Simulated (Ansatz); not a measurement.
**CH₅AlBNO: one species, many methods**

One table from this session's results is given with a row withheld; the runs are named, their logs left out.

Program: Ansatz 0.2.0, Gaussian basis. Level of theory: functionals in def2-TZVPP, the program's frozen cores in correlated methods. These are calculated values, not measurements.

Plan: LDA (SPW92), PBE-D4, revPBE-D4, BLYP-D4, r2SCAN-D4, B97M-V, PBE0-D4, B3LYP-D4, r2SCANh-D4, r2SCAN0-D4, HSE06-D4, BHLYP-D4, CAM-B3LYP-D4, LC-ωPBE, ωB97X-V, ωB97M-V, B2PLYP, PBE-QIDH; CCSD(T)/def2-SVP; CCSD(T)/def2-TZVPP; MP2/def2-QZVPP; extrapolation to the limit; RPA on PBE.

## Structure used throughout

All runs share one geometry, relaxed beforehand with PBE0-D4 in a triple-zeta def2 set.

10 atoms, charge 0, spin multiplicity 1.

Atoms are counted from 1 here; the program's logs count them from 0.

Bond lengths: N1–B2 1.385 Å, N1–H6 1.008 Å, N1–H7 1.006 Å, B2–Al3 2.119 Å, B2–H8 1.200 Å, Al3–C4 1.895 Å, Al3–O5 1.720 Å, C4–O5 1.474 Å, C4–H9 1.091 Å, C4–H10 1.091 Å. Angles: B2–N1–H6 122.3°, B2–N1–H7 124.9°, H6–N1–H7 112.8°, N1–B2–Al3 123.6°, N1–B2–H8 116.8°, Al3–B2–H8 119.6°, B2–Al3–C4 172.0°, B2–Al3–O5 140.1°, C4–Al3–O5 47.8°, Al3–C4–O5 59.9°, Al3–C4–H9 123.4°, Al3–C4–H10 123.6°, O5–C4–H9 112.7°, O5–C4–H10 112.7°, H9–C4–H10 111.0°, Al3–O5–C4 72.3°.

The first run:

in.yaml

```yaml
crystal:
  periodic: [false, false, false]
  atoms:
    - {symbol: N, position_ang: [-1.733462, -1.681461, 0.263282]}
    - {symbol: B, position_ang: [-0.397377, -1.411589, 0.508625]}
    - {symbol: Al, position_ang: [0.551257, 0.401107, -0.041354]}
    - {symbol: C, position_ang: [1.426628, 2.065807, -0.273242]}
    - {symbol: O, position_ang: [1.145835, 1.209051, -1.438871]}
    - {symbol: H, position_ang: [-2.167777, -2.548393, 0.540145]}
    - {symbol: H, position_ang: [-2.367238, -1.062843, -0.213576]}
    - {symbol: H, position_ang: [0.230149, -2.258757, 1.081914]}
    - {symbol: H, position_ang: [0.900149, 3.020808, -0.315630]}
    - {symbol: H, position_ang: [2.494936, 2.215171, -0.108391]}
basis:
  gaussian: {orbitals: def2-TZVPP}
hamiltonian: {xc: lda}
output: {orbitals: {seedname: orbitals}}
```

Run with:

```sh
ansatz run in.yaml --threads 2 --pin off --events-out ev --progress --plain --max-ram 4352MiB
```

Steps of the session up to this table: LDA; PBE-D4 (GGA); revPBE-D4 (GGA); BLYP-D4 (GGA); r2SCAN-D4 (meta-GGA); B97M-V (meta-GGA); B3LYP-D4 (hybrid); r2SCANh-D4 (hybrid); r2SCAN0-D4 (hybrid); HSE06-D4 (hybrid); BHLYP-D4 (hybrid); CAM-B3LYP-D4 (range-separated); LC-ωPBE (range-separated); ωB97X-V (range-separated); ωB97M-V (range-separated); B2PLYP (double hybrid); PBE-QIDH (double hybrid).

One of the session's tables, all rows but one given; the rest of the session is left out.

It belongs to the step «Frontier levels by functional». 

| functional | HOMO (eV) | LUMO (eV) | gap (eV) |
| --- | --- | --- | --- |
| LDA (SPW92) | -4.91 | -2.44 | 2.48 |
| PBE-D4 | -4.75 | -2.22 | 2.53 |
| revPBE-D4 | -4.69 | -2.13 | 2.56 |
| BLYP-D4 | -4.62 | -2.06 | 2.56 |
| r2SCAN-D4 | -4.94 | -2.03 | 2.90 |
| B97M-V | -4.93 | -2.10 | 2.83 |
| PBE0-D4 | ? | ? | ? |
| B3LYP-D4 | -5.70 | -1.60 | 4.10 |
| r2SCANh-D4 | -5.37 | -1.75 | 3.62 |
| r2SCAN0-D4 | -6.03 | -1.32 | 4.71 |
| HSE06-D4 | -5.50 | -1.80 | 3.70 |
| BHLYP-D4 | -6.99 | -0.56 | 6.43 |
| CAM-B3LYP-D4 | -7.23 | -0.39 | 6.84 |
| LC-ωPBE | -8.54 | 0.67 | 9.22 |
| ωB97X-V | -8.19 | 0.59 | 8.78 |
| ωB97M-V | -8.07 | 0.36 | 8.44 |

Estimate the missing values for PBE0-D4.

The run gave: HOMO (eV): -5.89; LUMO (eV): -1.42; gap (eV): 4.47. In the column «HOMO (eV)» it lies between r2SCAN0-D4 (-6.03) and B3LYP-D4 (-5.70).
